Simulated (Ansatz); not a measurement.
# CHAlFNO: vertical ionisation energy

An exercise on one series of results from a longer session: the logs are not shown, and one member is left open.

Computed with Ansatz 0.2.0, Gaussian basis. Level: unrestricted cation, the program's frozen cores in correlated methods.

Plan: UKS PBE-D4/def2-TZVPP; UKS r2SCAN-D4/def2-TZVPP; UKS PBE0-D4/def2-TZVPP; UKS B3LYP-D4/def2-TZVPP; UKS wB97X-V/def2-TZVPP; UKS wB97M-V/def2-TZVPP; UKS B2PLYP/def2-TZVPP; UHF-CCSD(T)/def2-TZVPP; UHF-CCSD(T)/def2-QZVPP; extrapolation to the limit; then −ε(HOMO) from the neutral's earlier runs with LDA (SPW92), PBE-D4, revPBE-D4, BLYP-D4, r2SCAN-D4, B97M-V, PBE0-D4, B3LYP-D4, r2SCANh-D4, r2SCAN0-D4, HSE06-D4, BHLYP-D4, CAM-B3LYP-D4, LC-ωPBE, ωB97X-V, ωB97M-V.

### Structure used throughout

The geometry comes from an earlier relaxation with PBE0-D4 in a triple-zeta def2 set; it is a stationary point.

SMILES `O=C=[N][AlH][F]`, 6 atoms, charge 0, spin multiplicity 1.

Atoms are counted from 1 here; the program's logs count them from 0.

Bond lengths: O1–C2 1.164 Å, C2–N3 1.196 Å, N3–Al4 1.755 Å, Al4–F5 1.641 Å, Al4–H6 1.560 Å. Angles: O1–C2–N3 179.7°, C2–N3–Al4 178.7°, N3–Al4–F5 117.6°, N3–Al4–H6 122.3°, F5–Al4–H6 120.0°.

Geometry (Å):

```mol
CHAlFNO
  3D, bonds by distance, orders not assigned

  6  5  0  0  0  0  0  0  0  0999 V2000
    1.0300   -2.6273   -0.7669 O   0  0
    0.6189   -1.5862   -0.4490 C   0  0
    0.1953   -0.5180   -0.1162 N   0  0
   -0.4205    1.0624    0.3344 Al  0  0
   -0.4800    2.2163   -0.8308 F   0  0
   -0.9015    1.3890    1.7823 H   0  0
  1  2  8  0
  2  3  8  0
  3  4  8  0
  4  5  8  0
  4  6  8  0
M  END
```

The first run:

in.yaml

```yaml
crystal:
  periodic: [false, false, false]
  atoms:
    - {symbol: O, position_ang: [1.029959, -2.627332, -0.766897]}
    - {symbol: C, position_ang: [0.618866, -1.586230, -0.449043]}
    - {symbol: N, position_ang: [0.195317, -0.518007, -0.116190]}
    - {symbol: Al, position_ang: [-0.420501, 1.062413, 0.334443]}
    - {symbol: F, position_ang: [-0.480007, 2.216297, -0.830808]}
    - {symbol: H, position_ang: [-0.901532, 1.388959, 1.782294]}
basis:
  gaussian: {orbitals: def2-TZVPP}
total_charge: 1
magnetization: {spin_polarized: true, initial_magnetization: 1}
hamiltonian: {xc: pbe, dispersion: d4}
```

Command:

```
$ ansatz run in.yaml --threads 2 --pin off --events-out ev --progress --plain --max-ram 20480MiB --backend cpu
```

Among the steps run: Cation, UKS PBE-D4/def2-TZVPP; Cation, UKS r2SCAN-D4/def2-TZVPP; Cation, UKS PBE0-D4/def2-TZVPP; Cation, UKS B3LYP-D4/def2-TZVPP; Cation, UKS wB97X-V/def2-TZVPP; Cation, UKS wB97M-V/def2-TZVPP; Cation, UKS B2PLYP (frozen core)/def2-TZVPP; Cation, UHF-CCSD(T)/def2-TZVPP; Cation, UHF-CCSD(T)/def2-QZVPP.

One table of the session follows, with a row left open; its other results are not shown here.

It belongs to the step «Ionisation energies side by side». Orbital estimates, from the neutral's runs:

```
  functional  −ε(HOMO) (eV)
 LDA (SPW92)           7.79
      PBE-D4           7.56
   revPBE-D4           7.47
     BLYP-D4           7.42
   r2SCAN-D4           7.87
      B97M-V           7.89
     PBE0-D4           8.97
    B3LYP-D4           8.72
  r2SCANh-D4           8.40
  r2SCAN0-D4           9.21
    HSE06-D4           8.57
    BHLYP-D4          10.30
CAM-B3LYP-D4          10.36
     LC-ωPBE          11.69
     ωB97X-V              ?
     ωB97M-V          11.22
```

Estimate the missing values for ωB97X-V.

As computed: −ε(HOMO) (eV): 11.32. In the column «−ε(HOMO) (eV)» it lies between ωB97M-V (11.22) and LC-ωPBE (11.69).
